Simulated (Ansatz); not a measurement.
# C₃H₈ClNSi: one species, many methods

The task here is to estimate one member of a computed series from the others.

Method: functionals in def2-TZVPP, the program's frozen cores in correlated methods; program: Ansatz 0.2.0, Gaussian basis.

Plan: LDA (SPW92), PBE-D4, revPBE-D4, BLYP-D4, r2SCAN-D4, B97M-V, PBE0-D4, B3LYP-D4, r2SCANh-D4, r2SCAN0-D4, HSE06-D4, BHLYP-D4, CAM-B3LYP-D4, LC-ωPBE, ωB97X-V, ωB97M-V, B2PLYP, PBE-QIDH; CCSD(T)/def2-SVP; CCSD(T)/def2-TZVPP; MP2/def2-QZVPP; extrapolation to the limit; RPA on PBE.

### The geometry

All runs share one geometry, relaxed beforehand with PBE0-D4 in a triple-zeta def2 set.

SMILES `C=CN(C)[SiH2]Cl`, 14 atoms, charge 0, spin multiplicity 1.

Atoms are counted from 1 here; the program's logs count them from 0.

Bond lengths: C1–C2 1.333 Å, C1–H7 1.082 Å, C1–H8 1.081 Å, C2–N3 1.385 Å, C2–H9 1.087 Å, N3–C4 1.447 Å, N3–Si5 1.715 Å, C4–H10 1.091 Å, C4–H11 1.096 Å, C4–H12 1.095 Å, Si5–Cl6 2.063 Å, Si5–H13 1.478 Å, Si5–H14 1.478 Å. Angles: C2–C1–H7 123.1°, C2–C1–H8 119.4°, H7–C1–H8 117.5°, C1–C2–N3 126.7°, C1–C2–H9 119.6°, N3–C2–H9 113.7°, C2–N3–C4 117.3°, C2–N3–Si5 121.4°, C4–N3–Si5 120.3°, N3–C4–H10 109.9°, N3–C4–H11 111.5°, N3–C4–H12 110.4°, H10–C4–H11 108.4°, H10–C4–H12 108.3°, H11–C4–H12 108.3°, N3–Si5–Cl6 113.2°, N3–Si5–H13 108.6°, N3–Si5–H14 107.9° and more.

The first run:

in.yaml

```yaml
crystal:
  periodic: [false, false, false]
  atoms:
    - {symbol: C, position_ang: [-0.208112, -2.182061, -0.046786]}
    - {symbol: C, position_ang: [-0.620399, -0.977632, 0.349736]}
    - {symbol: N, position_ang: [-0.125376, 0.245999, -0.070213]}
    - {symbol: C, position_ang: [0.960622, 0.230025, -1.026040]}
    - {symbol: Si, position_ang: [-0.562879, 1.705539, 0.717783]}
    - {symbol: Cl, position_ang: [0.734531, 2.233027, 2.232524]}
    - {symbol: H, position_ang: [0.601624, -2.327803, -0.749222]}
    - {symbol: H, position_ang: [-0.696810, -3.064076, 0.342246]}
    - {symbol: H, position_ang: [-1.434674, -0.897224, 1.064847]}
    - {symbol: H, position_ang: [1.230314, 1.251308, -1.299075]}
    - {symbol: H, position_ang: [1.848412, -0.263835, -0.615934]}
    - {symbol: H, position_ang: [0.660727, -0.301663, -1.934637]}
    - {symbol: H, position_ang: [-0.506780, 2.807640, -0.265353]}
    - {symbol: H, position_ang: [-1.894001, 1.511556, 1.329023]}
basis:
  gaussian: {orbitals: def2-TZVPP}
hamiltonian: {xc: lda}
output: {orbitals: {seedname: orbitals}}
```

On the command line:

```sh
$ ansatz run in.yaml --threads 2 --pin off --events-out ev --progress --plain --max-ram 31744MiB --backend cpu
```

Among the steps run: LDA; PBE-D4 (GGA); revPBE-D4 (GGA); BLYP-D4 (GGA); r2SCAN-D4 (meta-GGA); B97M-V (meta-GGA); PBE0-D4 (hybrid); B3LYP-D4 (hybrid); r2SCANh-D4 (hybrid); r2SCAN0-D4 (hybrid); HSE06-D4 (hybrid); BHLYP-D4 (hybrid); CAM-B3LYP-D4 (range-separated); LC-ωPBE (range-separated); ωB97X-V (range-separated); ωB97M-V (range-separated); B2PLYP (double hybrid); PBE-QIDH (double hybrid).

One of the session's tables, all rows but one given; the rest of the session is left out.

| functional | HOMO (eV) | LUMO (eV) | gap (eV) |
| --- | --- | --- | --- |
| LDA (SPW92) | -5.47 | -0.82 | 4.65 |
| PBE-D4 | -5.28 | -0.55 | 4.73 |
| revPBE-D4 | -5.21 | -0.45 | 4.77 |
| BLYP-D4 | -5.12 | -0.40 | 4.72 |
| r2SCAN-D4 | -5.46 | -0.25 | 5.21 |
| B97M-V | -5.52 | -0.27 | 5.25 |
| PBE0-D4 | -6.36 | 0.39 | 6.76 |
| B3LYP-D4 | -6.15 | 0.18 | 6.33 |
| r2SCANh-D4 | -5.87 | 0.09 | 5.96 |
| r2SCAN0-D4 | -6.50 | 0.59 | 7.08 |
| HSE06-D4 | -5.97 | 0.02 | 5.98 |
| BHLYP-D4 | -7.32 | 1.37 | 8.69 |
| CAM-B3LYP-D4 | -7.64 | 1.45 | 9.08 |
| LC-ωPBE | -8.96 | 2.61 | 11.57 |
| ωB97X-V | ? | ? | ? |
| ωB97M-V | -8.54 | 2.21 | 10.75 |

**Question.** Estimate the row for ωB97X-V.

The run gave: HOMO (eV): -8.61; LUMO (eV): 2.48; gap (eV): 11.10. In the column «HOMO (eV)» it lies between LC-ωPBE (-8.96) and ωB97M-V (-8.54).
